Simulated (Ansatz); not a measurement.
# AsH5Si: molecular dynamics

Purpose: to follow the molecule's vibrations and see whether its bonds hold. The start is relaxed first. Runs: 300 steps of 0.5 fs at constant energy, with velocities drawn for 1000 K. SMILES of the start: [SiH3][AsH2].

All numbers below are computed with Ansatz 0.2.0 (RKS B3LYP-D4/def2-SVP).

## 1. The system as given

Bond lengths: Si1–As2 2.291 Å, Si1–H3 1.533 Å, Si1–H4 1.433 Å, Si1–H5 1.519 Å, As2–H6 1.580 Å, As2–H7 1.583 Å. Angles: Si1–As2–H6 93.7°, Si1–As2–H7 92.4°, H6–As2–H7 92.7°, As2–Si1–H3 110.0°, As2–Si1–H4 110.5°, As2–Si1–H5 109.5°, H3–Si1–H4 112.8°, H3–Si1–H5 104.9°, H4–Si1–H5 108.9°.

Structure file:

```xyz
7

Si   -0.5515   -0.5419   -0.3710
As    0.9199    0.2089    1.2170
H    -1.9721   -0.5771    0.2045
H    -0.1296   -1.8109   -0.8869
H    -0.6176    0.4555   -1.5144
H     0.3749    1.6912    1.1689
H     2.0372    0.5064    0.1362
```

## 2. Relaxing the start

Contents of input.yaml:

```yaml
crystal:
  periodic: [false, false, false]
  atoms:
    - { symbol: Si, position_ang: [-0.5515, -0.5419, -0.371] }
    - { symbol: As, position_ang: [0.9199, 0.2089, 1.217] }
    - { symbol: H, position_ang: [-1.9721, -0.5771, 0.2045] }
    - { symbol: H, position_ang: [-0.1296, -1.8109, -0.8869] }
    - { symbol: H, position_ang: [-0.6176, 0.4555, -1.5144] }
    - { symbol: H, position_ang: [0.3749, 1.6912, 1.1689] }
    - { symbol: H, position_ang: [2.0372, 0.5064, 0.1362] }
basis:
  gaussian: { orbitals: def2-SVP }
hamiltonian:
  xc: b3lyp
  dispersion: d4
relax:
  f_tol: 0.02
  max_steps: 40
output:
  orbitals: {}
```

Command:

```
$ ansatz run input.yaml --threads 1 --pin off --max-ram 2048MiB --backend cpu --events-out ev --progress --plain --runs-dir out
```

Standard output, cut to the lines that bear on the results:

```text
Warning: RAYON_NUM_THREADS=1 ignored (pool sized by the plan → 1); use --threads N
[...]
Functional definition: B3LYP
[...]
779 factors; integrals over basis functions are off by at most 4.2e-4 eV
[...]
mean field -68791.93190085 eV, -2528.0568685102 hartree, gradient 1.8e-5 eV, S^2 0.000000; 0 other end points of the search recorded, 0 dependent functions left out
[...]
reference -68791.93212475 eV, -2528.0568767383 hartree; 26, 26 occupied and 49, 49 virtual orbitals, 779 factors
relax step   1: F+E_penalty+E_count = -68792.13864300 eV  Δ(F+E_penalty+E_count) = +0.000e0 eV  max|allowed force component| = 1.707e0 eV/Å  Δτ_max = 0.0000 Å  (23 SCF iters, accepted)
[...]
relax step   3: F+E_penalty+E_count = -68792.31838193 eV  Δ(F+E_penalty+E_count) = -2.377e-2 eV  max|allowed force component| = 7.947e-2 eV/Å  Δτ_max = 0.0590 Å  (22 SCF iters, accepted)
[...]
relax step   4: F+E_penalty+E_count = -68792.31950326 eV  Δ(F+E_penalty+E_count) = -1.121e-3 eV  max|allowed force component| = 1.612e-2 eV/Å  Δτ_max = 0.0167 Å  (23 SCF iters, accepted)
779 factors; integrals over basis functions are off by at most 5.4e-4 eV
[...]
mean field -68792.11588223 eV, -2528.0636297009 hartree, gradient 1.8e-5 eV, S^2 0.000000; 1 other end points of the search recorded, 0 dependent functions left out
[...]
reference -68792.11610697 eV, -2528.0636379602 hartree; 26, 26 occupied and 49, 49 virtual orbitals, 779 factors
Total energy: -68792.31972801 eV, -2528.0711208953 hartree
Atom 0 at    -0.588899    -0.494065    -0.420787 Å, force     0.009106     0.009544     0.010747 eV/Å
Atom 1 at     0.958059     0.239525     1.248458 Å, force    -0.000091    -0.010903     0.010247 eV/Å
Atom 2 at    -1.935724    -0.603742     0.208868 Å, force    -0.015806     0.000923     0.004840 eV/Å
Atom 3 at    -0.165001    -1.844270    -0.889000 Å, force     0.006602    -0.016122    -0.007313 eV/Å
Atom 4 at    -0.670092     0.425686    -1.591033 Å, force    -0.004831     0.004810    -0.013888 eV/Å
Atom 5 at     0.426422     1.673757     1.194432 Å, force     0.000503     0.007117    -0.000554 eV/Å
Atom 6 at     2.036435     0.535210     0.203361 Å, force     0.004518     0.004631    -0.004079 eV/Å
Dipole moment:    -0.007833     0.047831    -0.067875 e Å
```

It took 11 s on 1 thread of Arm Neoverse V1, shared host; peak memory 0.14 GiB.

Relaxation path:

```
step  energy from step 1 (eV)  largest force component (eV/Å)
   1                   0.0000                          1.7070
   2                  -0.1560                          0.4434
   3                  -0.1797                          0.0795
   4                  -0.1809                          0.0161
```

Step 1 is the start.

After: Bond lengths: Si1–As2 2.391 Å, Si1–H3 1.491 Å, Si1–H4 1.491 Å, Si1–H5 1.491 Å, As2–H6 1.531 Å, As2–H7 1.531 Å. Angles: Si1–As2–H6 92.2°, Si1–As2–H7 92.2°, H6–As2–H7 92.3°, As2–Si1–H3 108.2°, As2–Si1–H4 108.3°, As2–Si1–H5 113.2°, H3–Si1–H4 108.8°, H3–Si1–H5 109.1°, H4–Si1–H5 109.1°.

## 3. Dynamics

300 steps of 0.5 fs at constant energy, with velocities drawn for 1000 K, from the relaxed start.

Contents of input.yaml:

```yaml
crystal:
  periodic: [false, false, false]
  atoms:
    - { symbol: Si, position_ang: [-0.588899, -0.494065, -0.420787] }
    - { symbol: As, position_ang: [0.958059, 0.239525, 1.248458] }
    - { symbol: H, position_ang: [-1.935724, -0.603742, 0.208868] }
    - { symbol: H, position_ang: [-0.165001, -1.84427, -0.889] }
    - { symbol: H, position_ang: [-0.670092, 0.425686, -1.591033] }
    - { symbol: H, position_ang: [0.426422, 1.673757, 1.194432] }
    - { symbol: H, position_ang: [2.036435, 0.53521, 0.203361] }
basis:
  gaussian: { orbitals: def2-SVP }
hamiltonian:
  xc: b3lyp
  dispersion: d4
md:
  timestep: 0.5
  n_steps: 300
  ensemble: nve
  temperature: 1000.0
  initial_velocities: maxwell_boltzmann
  seed: 301398
```

Command:

```
$ ansatz run input.yaml --threads 1 --pin off --max-ram 2048MiB --backend cpu --events-out ev --progress --plain --runs-dir out
```

Standard output, cut to the lines that bear on the results:

```text
Warning: RAYON_NUM_THREADS=1 ignored (pool sized by the plan → 1); use --threads N
[...]
[... 1 set-up line as earlier in the session ...]
[...]
782 factors; integrals over basis functions are off by at most 2.6e-4 eV
[...]
mean field -68792.11588117 eV, -2528.0636296621 hartree, gradient 7.2e-5 eV, S^2 0.000000; 0 other end points of the search recorded, 0 dependent functions left out
[...]
reference -68792.11610603 eV, -2528.0636379256 hartree; 26, 26 occupied and 49, 49 virtual orbitals, 782 factors
md step     0: t =     0.00 fs  T =  1000.0 K  F+E_penalty+E_count = -68792.31950221 eV  E_kin = 0.646300 eV  conserved = -68791.67320221 eV  (22 SCF iters)
[...]
md step    17: t =     8.50 fs  T =   538.5 K  F+E_penalty+E_count = -68792.02066801 eV  E_kin = 0.348008 eV  conserved = -68791.67266007 eV  (23 SCF iters, 3 dispersion substeps)
[...]
md step    34: t =    17.00 fs  T =   557.1 K  F+E_penalty+E_count = -68792.03236697 eV  E_kin = 0.360030 eV  conserved = -68791.67233670 eV  (23 SCF iters, 3 dispersion substeps)
[...]
md step    51: t =    25.50 fs  T =   470.5 K  F+E_penalty+E_count = -68791.97669402 eV  E_kin = 0.304110 eV  conserved = -68791.67258384 eV  (22 SCF iters, 3 dispersion substeps)
[...]
md step    68: t =    34.00 fs  T =   558.1 K  F+E_penalty+E_count = -68792.03229571 eV  E_kin = 0.360693 eV  conserved = -68791.67160221 eV  (23 SCF iters, 3 dispersion substeps)
md step    69: t =    34.50 fs  T =   531.7 K  F+E_penalty+E_count = -68792.01510448 eV  E_kin = 0.343660 eV  conserved = -68791.67144411 eV  (23 SCF iters, 3 dispersion substeps)
md step    70: t =    35.00 fs  T =   517.8 K  F+E_penalty+E_count = -68792.00601055 eV  E_kin = 0.334658 eV  conserved = -68791.67135287 eV  (23 SCF iters, 3 dispersion substeps)
```

## 4. The output, continued: dynamics from the start

Output, continued, cut to the lines that bear on the results:

```text
md step    71: t =    35.50 fs  T =   518.5 K  F+E_penalty+E_count = -68792.00646349 eV  E_kin = 0.335133 eV  conserved = -68791.67133043 eV  (23 SCF iters, 3 dispersion substeps)
[...]
md step    93: t =    46.50 fs  T =   499.2 K  F+E_penalty+E_count = -68791.99551559 eV  E_kin = 0.322638 eV  conserved = -68791.67287740 eV  (23 SCF iters, 3 dispersion substeps)
[...]
md step   115: t =    57.50 fs  T =   368.9 K  F+E_penalty+E_count = -68791.90990600 eV  E_kin = 0.238414 eV  conserved = -68791.67149157 eV  (22 SCF iters, 3 dispersion substeps)
[...]
md step   137: t =    68.50 fs  T =   636.2 K  F+E_penalty+E_count = -68792.08315379 eV  E_kin = 0.411181 eV  conserved = -68791.67197295 eV  (23 SCF iters, 3 dispersion substeps)
[...]
md step   159: t =    79.50 fs  T =   305.8 K  F+E_penalty+E_count = -68791.86928348 eV  E_kin = 0.197655 eV  conserved = -68791.67162824 eV  (23 SCF iters, 3 dispersion substeps)
md step   160: t =    80.00 fs  T =   240.5 K  F+E_penalty+E_count = -68791.82684201 eV  E_kin = 0.155428 eV  conserved = -68791.67141394 eV  (23 SCF iters, 3 dispersion substeps)
```

## 5. The log goes on: dynamics from the start

Output, continued, cut to the lines that bear on the results:

```text
md step   161: t =    80.50 fs  T =   186.6 K  F+E_penalty+E_count = -68791.79186143 eV  E_kin = 0.120606 eV  conserved = -68791.67125591 eV  (24 SCF iters, 3 dispersion substeps)
[...]
md step   180: t =    90.00 fs  T =   305.7 K  F+E_penalty+E_count = -68791.86892670 eV  E_kin = 0.197546 eV  conserved = -68791.67138116 eV  (23 SCF iters, 3 dispersion substeps)
[...]
md step   199: t =    99.50 fs  T =   549.9 K  F+E_penalty+E_count = -68792.02745832 eV  E_kin = 0.355416 eV  conserved = -68791.67204255 eV  (23 SCF iters, 3 dispersion substeps)
[...]
md step   218: t =   109.00 fs  T =   733.0 K  F+E_penalty+E_count = -68792.14626635 eV  E_kin = 0.473763 eV  conserved = -68791.67250341 eV  (23 SCF iters, 3 dispersion substeps)
[...]
md step   299: t =   149.50 fs  T =   592.3 K  F+E_penalty+E_count = -68792.05469223 eV  E_kin = 0.382805 eV  conserved = -68791.67188704 eV  (22 SCF iters, 3 dispersion substeps)
[...]
md step   300: t =   150.00 fs  T =   524.1 K  F+E_penalty+E_count = -68792.01014196 eV  E_kin = 0.338749 eV  conserved = -68791.67139292 eV  (24 SCF iters, 3 dispersion substeps)
Total energy: -68792.01036456 eV, -2528.0597519982 hartree
Atom 0 at    -0.585858    -0.500078    -0.435850 Å, force     0.589536     1.607055    -0.177530 eV/Å
Atom 1 at     0.942565     0.269194     1.247990 Å, force    -0.868599     0.560218     0.423714 eV/Å
Atom 2 at    -1.067285    -1.509241     0.405022 Å, force    -0.753035    -1.881671     0.775331 eV/Å
Atom 3 at    -0.064855    -0.903684    -1.738893 Å, force     0.293579    -0.351608    -0.409658 eV/Å
Atom 4 at    -1.757400     0.364217    -0.686401 Å, force    -0.046764     0.429998     0.005470 eV/Å
Atom 5 at     1.886169     1.164887     0.502117 Å, force     0.317436     0.180201    -0.448786 eV/Å
Atom 6 at     1.762293    -0.967227     1.099289 Å, force     0.467846    -0.544193    -0.168541 eV/Å
Dipole moment:     0.051289    -0.038804    -0.140618 e Å
```

It took 11 min on 1 thread of Arm Neoverse V1, shared host; peak memory 0.16 GiB.

## 6. What the atoms did

One step in 16; energies are changes from step 0:

```
time (fs)  T (K)  potential energy change (meV/atom)  total energy change (meV/atom)
      0.0   1000                                 0.0                            0.00
      8.0    540                                42.6                            0.10
     16.0    619                                35.3                            0.05
     24.0    562                                40.5                            0.05
     32.0    690                                28.7                            0.07
     40.0    772                                21.1                            0.01
     48.0    407                                54.9                            0.15
     56.0    516                                44.7                            0.06
     64.0    465                                49.6                            0.20
     72.0    751                                23.1                            0.11
     80.0    240                                70.4                            0.26
     88.0    262                                68.3                            0.24
     96.0    335                                61.7                            0.27
    104.0    591                                38.0                            0.28
    112.0    392                                56.4                            0.28
    120.0    188                                75.3                            0.35
    128.0    368                                58.6                            0.28
    136.0    586                                38.5                            0.29
    144.0    587                                38.4                            0.25
    150.0    524                                44.2                            0.26
```

time (fs), T (K) and a bar:
```
      0.0       1000 ##############################
      6.5        491 #########
     13.0        345 ###
     19.5        347 ###
     26.0        407 ######
     32.5        666 ################
     39.0        776 #####################
     45.5        466 ########
     52.0        268 
     58.5        314 ##
     65.0        409 ######
     71.5        794 ######################
     78.5        449 #######
     85.0        338 ###
     91.5        492 #########
     98.0        385 #####
    104.5        588 #############
    111.0        479 #########
    117.5        409 ######
    124.0        522 ##########
    130.5        628 ###############
    137.0        704 ##################
    143.5        566 ############
    150.0        524 ###########
```

Maxima of the velocity power spectrum (cm⁻¹, relative height; resolution about 440 cm⁻¹): 500 (100), 950 (56), 2170 (67).

## 7. Snapshots as a file

Extended XYZ, with forces in eV/Å:

```xyz
7
time_fs=19.0 T=372 dE=0.4075
Si   -0.587   -0.474   -0.443   -0.762   -1.704    1.401
As    0.950    0.240    1.251    0.680    1.004   -0.552
H    -1.775   -0.904    0.597    1.056    0.524   -1.419
H     0.063   -1.790   -0.907   -0.400    0.596    0.093
H    -1.135    0.232   -1.634    0.134    0.276    0.123
H     0.786    1.792    1.061   -0.009   -0.644    0.123
H     2.289    0.255    0.418   -0.699   -0.052    0.230
7
time_fs=37.5 T=654 dE=0.2250
Si   -0.584   -0.513   -0.421   -1.268   -0.078   -0.179
As    0.949    0.254    1.251    0.558   -0.239    0.110
H    -1.957   -1.031    0.228    1.411    0.451   -0.554
H     0.035   -1.632   -1.258   -0.244    0.423    0.420
H    -0.943    0.658   -1.322    0.064   -0.462    0.163
H     0.941    1.771    0.947   -0.077   -0.405   -0.255
H     2.171   -0.086    0.335   -0.444    0.311    0.295
7
time_fs=56.0 T=516 dE=0.3132
Si   -0.599   -0.519   -0.419    0.399    0.775   -0.364
As    0.955    0.257    1.262   -0.326   -0.379   -0.006
H    -1.877   -1.105   -0.032   -0.493   -0.200    0.385
H     0.042   -1.426   -1.385    0.215   -0.350   -0.132
H    -0.817    0.775   -1.148   -0.329   -0.269   -0.070
H     0.807    1.483    0.402    0.076    0.720    0.206
H     2.018   -0.154    0.269    0.458   -0.298   -0.018
7
time_fs=75.0 T=583 dE=0.2713
Si   -0.612   -0.504   -0.452    1.406    0.879   -0.140
As    0.955    0.256    1.259   -1.049   -0.031    0.603
H    -1.598   -1.133    0.329   -1.247   -1.049    0.901
H     0.134   -1.449   -1.291    0.048   -0.351   -0.321
H    -1.355    0.463   -1.281    0.136    0.423   -0.192
H     1.167    1.670    0.786    0.132    0.286   -0.298
H     2.194   -0.303    0.653    0.575   -0.158   -0.553
7
time_fs=94.0 T=486 dE=0.3330
Si   -0.600   -0.497   -0.452   -0.013   -1.415    0.551
As    0.947    0.259    1.259    0.671    0.058   -0.152
H    -1.486   -1.398    0.475    0.293    0.834   -0.744
H     0.022   -1.542   -1.379   -0.042    0.590    0.263
H    -1.367    0.469   -1.275   -0.105    0.164    0.111
H     1.489    1.658    0.861   -0.471   -0.274   -0.250
H     2.169   -0.389    0.551   -0.333    0.042    0.221
7
time_fs=112.5 T=372 dE=0.4079
Si   -0.576   -0.516   -0.420   -1.676   -0.348   -0.100
As    0.946    0.263    1.260    0.353   -0.088   -1.044
H    -1.890   -1.325    0.098    1.620    0.578   -0.550
H     0.181   -1.201   -1.563   -0.465    0.126    0.555
H    -1.177    0.773   -0.959    0.157   -0.443    0.040
H     1.010    1.406    0.177    0.400   -0.325    0.651
H     2.068   -0.576    0.529   -0.389    0.501    0.448
7
time_fs=131.0 T=680 dE=0.2075
Si   -0.590   -0.513   -0.402   -0.434   -0.153   -0.406
As    0.943    0.264    1.248    0.432    0.215    0.141
H    -1.671   -1.582   -0.133    0.588    0.713    0.264
H     0.157   -1.042   -1.563    0.102   -0.020   -0.274
H    -1.192    0.827   -0.771   -0.140   -0.470    0.023
H     1.401    1.310    0.195   -0.160   -0.219    0.285
H     2.178   -0.608    0.929   -0.388   -0.066   -0.032
7
time_fs=150.0 T=524 dE=0.3094
Si   -0.586   -0.500   -0.436    0.590    1.607   -0.177
As    0.943    0.269    1.248   -0.869    0.560    0.424
H    -1.067   -1.509    0.405   -0.753   -1.882    0.775
H    -0.065   -0.904   -1.739    0.294   -0.352   -0.410
H    -1.757    0.364   -0.686   -0.047    0.430    0.005
H     1.886    1.165    0.502    0.317    0.180   -0.449
H     1.762   -0.967    1.099    0.468   -0.544   -0.169
```

## 8. Summary of results

| quantity | value |
| --- | --- |
| relaxation of the start | 3 moves, 0.181 eV lower |
| length | 300 steps of 0.5 fs |
| temperature, first and last step | 1000 and 524 K |
| temperature, second half | mean 507 K, from 124 to 832 K |
| potential energy, second half | +46 meV/atom from the start |
| largest change of the total energy | 0.36 meV/atom |
| bonds formed or broken | 0 |

What this shows: The temperature starts at 1000 K and averages 507 K in the second half, where it ranges from 124 to 832 K; a mean near half the start is what vibrations about a minimum give, since they share energy equally between motion and strain. The total energy strays from its start by at most 0.36 meV/atom, 0.8 % of the mean kinetic energy, which is good for a step of 0.5 fs. No bond forms or breaks. Averages from a run of 150 fs with 7 atoms are rough. The nuclei move classically, without zero-point motion, which matters most for hydrogen.
